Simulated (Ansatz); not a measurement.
# FHf: the cost of one run

Computed with Ansatz 0.2.0 (CCSD(T) on unrestricted Hartree-Fock, Gaussian basis def2-QZVPP, and further levels as typed in the inputs, unless a step's input says otherwise).

## 1. Starting point

Bond lengths: Hf1–F2 1.850 Å.

As a file:

```xyz
2

Hf    0.0000    0.0000    0.0000
F     0.0000    0.0000    1.8500
```

## 2. Batch of points: FHf

Input file input.yaml:

```yaml
magnetization:
  spin_polarized: true
  initial_magnetization: 1
basis:
  gaussian: { orbitals: def2-QZVPP.json }
hamiltonian:
  xc: hf
correlation:
  method: ccsd_t
batch:
  members: [s0.yaml, s1.yaml, s2.yaml, s3.yaml, s4.yaml, s5.yaml, s6.yaml, s7.yaml, s8.yaml, s9.yaml, s10.yaml]
# s1.yaml, one of 11 members:
crystal:
  periodic: [false, false, false]
  atoms:
    - { symbol: Hf, position_ang: [0.0, 0.0, 0.0] }
    - { symbol: F, position_ang: [0.0, 0.0, 1.71] }
```

**Question.** How long does this run take on 6 threads of Intel Xeon 6975P-C (Granite Rapids), shared host, and how much memory does it need?

About 36 min, with a peak of 6.3 GiB.
